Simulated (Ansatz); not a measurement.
# CH₃AlClO radical: a ladder of functionals and wavefunction methods

Aim: compute CH₃AlClO radical with functionals from several rungs and with coupled cluster, and see how far each lands from CCSD(T) at the basis-set limit for the atomisation energy.

Computed with Ansatz 0.2.0, Gaussian basis. Level: functionals in def2-TZVPP, the program's frozen cores in correlated methods.

The runs, in order: LDA (SPW92), PBE-D4, revPBE-D4, BLYP-D4, r2SCAN-D4, B97M-V, PBE0-D4, B3LYP-D4, r2SCANh-D4, r2SCAN0-D4, HSE06-D4, BHLYP-D4, CAM-B3LYP-D4, LC-ωPBE, ωB97X-V, ωB97M-V, B2PLYP, PBE-QIDH; CCSD(T)/def2-SVP; CCSD(T)/def2-TZVPP; MP2/def2-QZVPP; extrapolation to the limit; RPA on PBE.

**1. The geometry**

The geometry comes from an earlier relaxation with PBE0-D4 in a triple-zeta def2 set; it is a stationary point, not always the lowest conformer.

SMILES `C[O][Al][Cl]`, 7 atoms, charge 0, spin multiplicity 2.

Atoms are counted from 1 here; the program's logs count them from 0.

Bond lengths: C1–O2 1.402 Å, C1–H5 1.094 Å, C1–H6 1.095 Å, C1–H7 1.094 Å, O2–Al3 1.678 Å, Al3–Cl4 2.117 Å. Angles: O2–C1–H5 109.8°, O2–C1–H6 112.2°, O2–C1–H7 109.8°, H5–C1–H6 108.4°, H5–C1–H7 108.1°, H6–C1–H7 108.4°, C1–O2–Al3 137.2°, O2–Al3–Cl4 119.4°.

**2. LDA**

This LDA is Slater exchange with PW92 correlation.

File in.yaml:

```yaml
crystal:
  periodic: [false, false, false]
  atoms:
    - {symbol: C, position_ang: [0.040815, 0.884849, 0.297312]}
    - {symbol: O, position_ang: [0.872507, -0.061629, -0.318104]}
    - {symbol: Al, position_ang: [0.754843, -1.652562, -0.837046]}
    - {symbol: Cl, position_ang: [-1.070262, -2.695882, -0.586215]}
    - {symbol: H, position_ang: [-0.047355, 1.769867, -0.339843]}
    - {symbol: H, position_ang: [-0.964519, 0.492625, 0.485774]}
    - {symbol: H, position_ang: [0.475270, 1.194832, 1.252422]}
basis:
  gaussian: {orbitals: def2-TZVPP}
magnetization: {spin_polarized: true, initial_magnetization: 1}
hamiltonian: {xc: lda}
output: {orbitals: {seedname: orbitals}}
```

Further steps of the session: PBE-D4 (GGA); revPBE-D4 (GGA); BLYP-D4 (GGA); r2SCAN-D4 (meta-GGA); B97M-V (meta-GGA); PBE0-D4 (hybrid); B3LYP-D4 (hybrid); r2SCANh-D4 (hybrid); r2SCAN0-D4 (hybrid); HSE06-D4 (hybrid); BHLYP-D4 (hybrid); CAM-B3LYP-D4 (range-separated); LC-ωPBE-D4 (range-separated); ωB97X-V (range-separated); ωB97M-V (range-separated); B2PLYP (double hybrid); PBE-QIDH (double hybrid); CCSD(T) in def2-SVP; CCSD(T) in def2-TZVPP; MP2 in def2-QZVPP; RPA on PBE orbitals.

Q: Predict the results of all the runs planned. Wanted: atomisation energy, CCSD(T)/CBS; farthest beyond LDA; mean size of error, GGA; mean size of error, meta-GGA; mean size of error, hybrid; mean size of error, range-separated; mean size of error, double hybrid; gap, smallest and largest; T1 diagnostic.

**Answer**, as computed:

```
                               quantity                                                                           value
        atomisation energy, CCSD(T)/CBS                                                                  592.4 kcal/mol
functionals within 3.0 kcal/mol (0.5 %)  B97M-V, PBE0-D4, r2SCANh-D4, HSE06-D4, CAM-B3LYP-D4, LC-ωPBE, ωB97X-V, ωB97M-V
                    farthest beyond LDA                                                       BHLYP-D4 (-20.9 kcal/mol)
                mean size of error, GGA                                                                    6.3 kcal/mol
           mean size of error, meta-GGA                                                                    3.9 kcal/mol
             mean size of error, hybrid                                                                    5.4 kcal/mol
    mean size of error, range-separated                                                                    0.7 kcal/mol
      mean size of error, double hybrid                                                                    5.4 kcal/mol
              gap, smallest and largest                                             0.86 eV (B97M-V), 8.31 eV (LC-ωPBE)
                          T1 diagnostic                                                                          0.0132
triples share of the correlation energy                                                                           3.8 %
```

What this shows: LDA overbinds by 84.9 kcal/mol (14 %). PBE-D4 misses by +10.6 kcal/mol. Double hybrids carry the basis error of their MP2 part in triple zeta, and no dispersion term here, so their miss is partly the set-up's. By mean error the best rung here is range-separated (0.7 kcal/mol) and the worst beyond LDA is GGA (6.3 kcal/mol). The reference freezes the cores and leaves out relativity and excitations past (T), so misses under about 3.0 kcal/mol can't be ranked. Hartree-Fock recovers 74 % of the binding; the rest is correlation. CCSD(T) in def2-SVP is off by -36.2 kcal/mol, more than most functionals: a good method in a small basis is no reference. The gap grows from 0.9 to 8.3 eV across the functionals, mostly with the share of exact exchange.
